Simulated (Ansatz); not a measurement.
# F3H3OSi (built from SMILES F[SiH](F)F.O): search for a transition state

Wanted: the transition state of a four-centre ligand exchange (form Si1–O7, H2–H6 and break Si1–H2, H6–O7). The guess is relaxed with those distances held, a saddle search follows, and vibrations and two downhill relaxations check it.

Method: PBE0-D4, def2-SVP first, then def2-TZVP; program: Ansatz 0.2.0, Gaussian basis.

152 further runs of the same task are left out: 152 set aside as unsound or not needed.

## 1. Starting geometry

The guess: 8 atoms, charge 0, spin multiplicity 1.

Atoms are counted from 1 here; the program's logs count them from 0.

Bond lengths: Si1–F3 1.595 Å, Si1–F4 1.596 Å, Si1–F5 1.612 Å, Si1–O7 1.721 Å, H6–O7 1.197 Å, O7–H8 0.978 Å. Angles: F3–Si1–F4 120.2°, F3–Si1–F5 95.7°, F3–Si1–O7 119.0°, F4–Si1–F5 95.7°, F4–Si1–O7 118.7°, F5–Si1–O7 93.3°, Si1–O7–H6 88.0°, Si1–O7–H8 127.3°, H6–O7–H8 144.7°.

Coordinates:

| atom | x (Å) | y (Å) | z (Å) |
| --- | --- | --- | --- |
| Si1 | -0.5065 | 0.2834 | -0.0895 |
| H2 | -0.5066 | -1.4473 | -0.1448 |
| F3 | -1.0335 | 0.3770 | -1.5922 |
| F4 | -1.5412 | 0.2892 | 1.1254 |
| F5 | -0.1046 | 1.8396 | 0.0359 |
| H6 | 0.7002 | -1.3792 | 0.0897 |
| O7 | 1.1023 | -0.2570 | 0.1986 |
| H8 | 1.8899 | 0.2941 | 0.3769 |

Distances that are to change: Si1–O7 1.72 Å, H2–H6 1.23 Å, Si1–H2 1.73 Å, H6–O7 1.20 Å.

## 2. Relaxing the guess with the reacting distances held

Input file hold/in.yaml:

```yaml
crystal:
  periodic: [false, false, false]
  atoms:
    - {symbol: Si, position_ang: [-0.506500, 0.283400, -0.089500]}
    - {symbol: H, position_ang: [-0.506600, -1.447300, -0.144800]}
    - {symbol: F, position_ang: [-1.033500, 0.377000, -1.592200]}
    - {symbol: F, position_ang: [-1.541200, 0.289200, 1.125400]}
    - {symbol: F, position_ang: [-0.104600, 1.839600, 0.035900]}
    - {symbol: H, position_ang: [0.700200, -1.379200, 0.089700]}
    - {symbol: O, position_ang: [1.102300, -0.257000, 0.198600]}
    - {symbol: H, position_ang: [1.889900, 0.294100, 0.376900]}
basis:
  gaussian: {orbitals: def2-SVP}
hamiltonian: {xc: pbe0, dispersion: d4}
relax: {f_tol: 0.04, max_steps: 150, escape_saddle: false, constraints: [{distance: [0, 6]}, {distance: [1, 5]}, {distance: [0, 1]}, {distance: [5, 6]}]}
```

Launch:

```
> ansatz run in.yaml --threads 4 --pin off --events-out ev --progress --plain --max-ram 9574MiB
```

Further steps of the session: Force constants to start from; Saddle search in the small basis; Saddle search in triple zeta; Vibrations at the point found; Relaxing after a step of 0.30 Å one way along the mode; Relaxing after a step of 0.30 Å the other way along the mode.

**Question.** What will these runs give? Wanted: imaginary mode; barrier from the start side; barrier from the end side; energy of the step; pairs that change; zero-point energy at the saddle.

**Answer**, as computed:

| quantity | value |
| --- | --- |
| imaginary mode | 1288i cm⁻¹ |
| barrier from the start side | 144.2 kJ/mol |
| barrier from the end side | 215.1 kJ/mol |
| energy of the step | -71.0 kJ/mol |
| pairs that change | Si1–O7 formed, H2–H6 formed, Si1–H2 broken, H6–O7 broken |
| zero-point energy at the saddle | 1.056 eV |

What this shows: One imaginary mode, 1288i cm⁻¹, makes this a first-order saddle. Going downhill both ways gives the intended start and end. At PBE0-D4/def2-TZVP the electronic barrier is 144.2 kJ/mol, about 58 kT at 298 K, and the step runs 71.0 kJ/mol downhill. With so stiff a mode tunnelling counts: Wigner's rough correction is a factor of 2.6 at 298 K. A step off the saddle overshot and began above it in energy, so the link to its end is likely but not proven. Lower complexes than these ends may exist.
